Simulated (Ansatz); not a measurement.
# CdAg: the cost of one run

Method: DFT PBEsol, scalar-relativistic, in Ansatz 0.2.0.

### Step 1. The structure to begin with

Symmetry: Pm-3m, No. 221, cubic system. Conventional cell: a = 3.330 Å, b = 3.330 Å, c = 3.330 Å, α = 90.00°, β = 90.00°, γ = 90.00°. Around Cd (site symmetry m-3m) lie 8 Ag at 2.88 Å. Ag (site symmetry m-3m) has 8 Cd at 2.88 Å as nearest neighbours.

As a file:

```xyz
2
Lattice="3.3300 0.0000 0.0000 0.0000 3.3300 0.0000 0.0000 0.0000 3.3300" Properties=species:S:1:pos:R:3 pbc="T T T"
Cd    1.6650    1.6650    1.6650
Ag    0.0000    0.0000    0.0000
```

Atoms are numbered in the order of the input: Cd1, Ag2.

### Step 2. The deformed structure

Space group Pm-3m before, R-3m after.

### Step 3. LAPW, all electrons

The input, input.yaml:

```yaml
crystal:
  lattice:
    - [3.33, -0.0333, -0.0333]
    - [-0.0333, 3.33, -0.0333]
    - [-0.0333, -0.0333, 3.33]
  atoms:
    - { symbol: Cd, position: [0.5, 0.5, 0.5] }
    - { symbol: Ag, position: [0.0, 0.0, 0.0] }
kpoints:
  mp_grid: { grid: [12, 12, 12] }
  band_path:
    path:
      - [0.0, 0.0, 0.0]
      - [0.5, 0.0, 0.0]
      - [0.5, -0.5, 0.5]
      - [0.4804921086, -0.5195078914, 0.4804921086]
      - [0.4804921086, 0.4804921086, 0.4804921086]
      - [0.0, 0.0, 0.0]
      - [0.5, -0.5, 0.0]
    npoints: 5
scf:
  occupations: { method: fermi_dirac, width: 0.05 }
hamiltonian:
  xc: pbesol
  pseudopotentials: { kind: all_electron, lapw: { basis_error: 0.00025 } }
output:
  forces: true
  stress: true
  eigenvalues: true
```

The run is started by

```sh
> ansatz run input.yaml --threads 1 --pin off --max-ram 3072MiB --backend cpu --events-out ev --progress --plain --runs-dir out
```

What time and memory should one allow on 1 thread of Arm Neoverse V1, shared host?

About 78 s, with a peak of 0.87 GiB.
